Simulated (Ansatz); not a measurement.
# PbF2: the cost of one run

Computed with Ansatz 0.2.0 (DFT LDA, scalar-relativistic, unless a step's input says otherwise).

## 1. The starting structure

The structure is cubic, space group Fm-3m (No. 225). Conventional cell: a = 5.940 Å, b = 5.940 Å, c = 5.940 Å, α = 90.00°, β = 90.00°, γ = 90.00°. Pb (site symmetry m-3m) is surrounded by 8 F at 2.57 Å. F (site symmetry -43m) is surrounded by 4 Pb at 2.57 Å.

As a file:

```
CELL_PARAMETERS angstrom
0.00000 2.96985 2.96985
2.96985 0.00000 2.96985
2.96985 2.96985 0.00000
ATOMIC_POSITIONS crystal
Pb 0.00000 0.00000 0.00000
F 0.25000 0.25000 0.25000
F 0.75000 0.75000 0.75000
```

Atoms are numbered in the order of the input: Pb1, F2, F3.

## 2. Volume × 0.96, LAPW

input.yaml reads:

```yaml
crystal:
  lattice:
    - [0.0, 2.9297119716, 2.9297119716]
    - [2.9297119716, 0.0, 2.9297119716]
    - [2.9297119716, 2.9297119716, 0.0]
  atoms:
    - { symbol: Pb, position: [0.0, 0.0, 0.0] }
    - { symbol: F, position: [0.25, 0.25, 0.25] }
    - { symbol: F, position: [0.75, 0.75, 0.75] }
kpoints:
  mp_grid: { grid: [7, 7, 7] }
  band_path:
    path:
      - [0.0, 0.0, 0.0]
      - [0.5, 0.0, 0.5]
      - [0.625, 0.25, 0.625]
      - [0.375, 0.375, 0.75]
      - [0.0, 0.0, 0.0]
      - [0.5, 0.5, 0.5]
      - [0.5, 0.25, 0.75]
      - [0.5, 0.0, 0.5]
    npoints: 5
scf:
  occupations: { method: fermi_dirac, width: 0.03 }
hamiltonian:
  xc: lda
  pseudopotentials: { kind: all_electron, lapw: { basis_error: 0.0005 } }
output:
  forces: true
  stress: true
  eigenvalues: true
```

The run is started by

```sh
$ ansatz run input.yaml --threads 1 --pin off --max-ram 4096MiB --backend cpu --events-out ev --progress --plain --runs-dir out
```

**Question.** How long does this run take on 1 thread of AMD EPYC 9R45 (Zen 5), shared host, and how much memory does it need?

About 5.4 s, with a peak of 0.36 GiB.
